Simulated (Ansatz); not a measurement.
# VPt3: further runs on the relaxed cell

The task here is to estimate one member of a computed series from the others.

Method: DFT r2SCAN, scalar-relativistic, plane waves, PAW, in Ansatz 0.2.0.

1 further run of the same task is left out (set aside as unsound or not needed). Runs told in other sessions of the task aren't counted.

**Starting point**

The structure is cubic, space group Pm-3m (No. 221). The conventional cell has a = 3.899 Å, b = 3.899 Å, c = 3.899 Å, α = 90.00°, β = 90.00°, γ = 90.00°. V (site symmetry m-3m) has 12 Pt at 2.76 Å in its first shell of neighbours. Pt (site symmetry 4/mmm) is surrounded by 4 V at 2.76 Å and 8 Pt at 2.76 Å.

Coordinates:

```cif
data_structure
_symmetry_space_group_name_H-M 'P 1'
_symmetry_Int_Tables_number 1
_cell_length_a 3.8991
_cell_length_b 3.8991
_cell_length_c 3.8991
_cell_angle_alpha 90.000
_cell_angle_beta 90.000
_cell_angle_gamma 90.000
_cell_volume 59.28
loop_
_atom_site_label
_atom_site_type_symbol
_atom_site_fract_x
_atom_site_fract_y
_atom_site_fract_z
_atom_site_occupancy
V1 V 0.00000 0.00000 0.00000 1
Pt1 Pt 0.00000 0.50000 0.50000 1
Pt2 Pt 0.50000 0.00000 0.50000 1
Pt3 Pt 0.50000 0.50000 0.00000 1
```

This cell was relaxed beforehand with the same method: volume 14.82 Å³/atom, gap on the mesh none (metal), site moments up to 1.7 μB.

Set-up of the first run:

input.yaml reads:

```yaml
crystal:
  lattice:
    - [3.8597202256, 0.0, 0.0]
    - [0.0, 3.8597202256, 0.0]
    - [0.0, 0.0, 3.8597202256]
  atoms:
    - { symbol: V, position: [0.0, 0.0, 0.0], spin: 1.87 }
    - { symbol: Pt, position: [0.0, 0.5, 0.5], spin: -0.14 }
    - { symbol: Pt, position: [0.5, 0.0, 0.5], spin: -0.14 }
    - { symbol: Pt, position: [0.5, 0.5, 0.0], spin: -0.14 }
basis:
  ecutwfc: 500
kpoints:
  mp_grid: { grid: [12, 12, 12] }
hamiltonian:
  xc: r2scan
scf:
  occupations: { method: gaussian, width: 0.1 }
output:
  forces: true
  stress: true
  eigenvalues: true
  populations: true
magnetization:
  spin_polarized: true
```

Started as:

```
$ ansatz run input.yaml --threads 1 --pin off --max-ram 2560MiB --backend cpu --events-out ev --progress --plain --runs-dir out
```

Steps of the session up to this table: The cell scaled to 0.97 of its volume; The cell scaled to 1.03 of its volume; Point at V/V0 = 0.94; The cell scaled to 1.06 of its volume; Point at V/V0 = 0.91; Volume × 1.10; The cell scaled to 0.88 of its volume.

One of the session's tables, all rows but one given; the rest of the session is left out.

It belongs to the step «Equation of state». 

```
volume (Å³/atom)  energy above the lowest point (meV/atom)  pressure (GPa)  largest moment (μB)
          13.041                                     215.5           44.36                 1.54
          13.486                                     113.2           29.97                 1.58
          13.930                                      47.2           18.07                 1.62
          14.375                                      11.1            8.21                 1.66
          14.820                                       0.0            0.01                 1.70
          15.264                                         ?               ?                    ?
          15.709                                      36.7          -12.51                 1.78
          16.302                                      94.7          -18.56                 1.84
```

Estimate the missing values for volume (Å³/atom) = 15.264.

Worked estimate for «energy above the lowest point (meV/atom)». A straight line through the neighbours (14.820, 0.0) and (15.709, 36.7) gives 0.0 + (36.7 − 0.0) × (15.264 − 14.820) / (15.709 − 14.820) = 18.3; a parabola fitted to 4 rows on both sides gives 10.0.

**Answer.** energy above the lowest point (meV/atom): 9.7; pressure (GPa): -6.83; largest moment (μB): 1.74. In «energy above the lowest point (meV/atom)» the line misses by +8.6 and the parabola by +0.3.

To keep in mind: The magnetic state reached may not be the lowest one. Warnings in the runs' records: stability check not made.
